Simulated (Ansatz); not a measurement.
**TiSi3O8: the band gap up the ladder of functionals**

An exercise on one series of results from a longer session: the logs are not shown, and one member is left open.

Code: Ansatz 0.2.0. PAW datasets, plane waves. Simulation only: spin-unpolarised, and no claim that this is the phase found in nature.

## The system as given

The cell was relaxed beforehand with r2SCAN.

The symmetry is Pmm2 (No. 25, orthorhombic); conventional cell a = 2.886 Å, b = 6.262 Å, c = 6.870 Å, 10.35 Å³ an atom. Around Si lie 4 O at 1.62–1.79 Å; around Ti lie 4 O at 1.80–1.88 Å; around O lie 1 Si at 1.63 Å and 1 Ti at 1.88 Å; around O lie 2 Si at 1.64 Å; around O lie 2 Ti at 1.80 Å.

Coordinates:

```
Si Ti O
1.0
     2.88580    0.00000    0.00000
     0.00000    6.26171    0.00000
     0.00000    0.00000    6.87017
Si Ti O
3 1 8
Cartesian
  0.0000 4.7069 -0.2663
  0.0000 1.5548 -0.2663
  1.4429 3.1309 3.5348
  1.4429 0.0000 3.9238
  1.4429 4.4633 4.4654
  1.4429 4.8918 0.4943
  0.0000 0.0000 2.8546
  0.0000 0.0000 5.7146
  1.4429 1.7984 4.4654
  1.4429 1.3699 0.4943
  0.0000 3.1309 2.7162
  0.0000 3.1309 6.2199
```

Set-up of the first run:

File input.yaml:

```yaml
crystal:
  lattice:
    - [2.8857956992, 0.0, 0.0]
    - [0.0, 6.2617066806, 0.0]
    - [0.0, 0.0, 6.8701664354]
  atoms:
    - { symbol: Si, position: [0.0, 0.7516897082, -0.038760688] }
    - { symbol: Ti, position: [0.5, 0.0, 0.5711415312] }
    - { symbol: O, position: [0.5, 0.7127979922, 0.6499712822] }
    - { symbol: O, position: [0.5, 0.7812294168, 0.0719520127] }
    - { symbol: O, position: [0.0, 0.0, 0.4155137171] }
    - { symbol: O, position: [0.0, 0.0, 0.8317960325] }
    - { symbol: Si, position: [0.0, 0.2483102918, -0.038760688] }
    - { symbol: Si, position: [0.5, 0.5, 0.5145176201] }
    - { symbol: O, position: [0.5, 0.2872020078, 0.6499712822] }
    - { symbol: O, position: [0.5, 0.2187705832, 0.0719520127] }
    - { symbol: O, position: [0.0, 0.5, 0.3953575605] }
    - { symbol: O, position: [0.0, 0.5, 0.9053483249] }
kpoints:
  mp_grid: { grid: [8, 4, 4] }
  band_path:
    path:
      - [[0.0, 0.0, 0.0], [0.5, 0.0, 0.0], [0.5, 0.5, 0.0], [0.0, 0.5, 0.0], [0.0, 0.0, 0.0], [0.0, 0.0, 0.5], [0.5, 0.0, 0.5], [0.5, 0.5, 0.5], [0.0, 0.5, 0.5], [0.0, 0.0, 0.5]]
      - [[0.5, 0.0, 0.0], [0.5, 0.0, 0.5]]
      - [[0.0, 0.5, 0.0], [0.0, 0.5, 0.5]]
      - [[0.5, 0.5, 0.0], [0.5, 0.5, 0.5]]
    npoints: 10
hamiltonian:
  xc: pbe
scf:
  occupations: { method: fermi_dirac, width: 0.02 }
  n_extra_bands: 7
output:
  forces: true
  stress: true
  eigenvalues: true
```

Among the steps run: Band structure with PBE; r2SCAN; HSE06 at the same geometry; PBE0 at the same geometry.

One of the session's tables, all rows but one given; the rest of the session is left out.

```
 level  gap (eV)
   PBE      3.31
r2SCAN         ?
 HSE06      5.10
  PBE0      5.87
```

Estimate the missing values for r2SCAN.

The run gave: gap (eV): 3.74. In the column «gap (eV)» it lies between PBE (3.31) and HSE06 (5.10).

Meshes: PBE 8×4×4, r2SCAN 8×4×4, HSE06 6×2×2, PBE0 6×2×2

What this shows: The gap runs from 3.31 eV (PBE) to 5.87 eV (PBE0). Against HSE06, PBE is short by 1.79 eV, at 65 % of it, and r2SCAN 73 %. PBE0 lies 0.77 eV above HSE06, which differs from it by screening the long-range exchange.

To keep in mind: Warnings in the runs' records: stress exchange threshold loose, stress scf threshold loose.
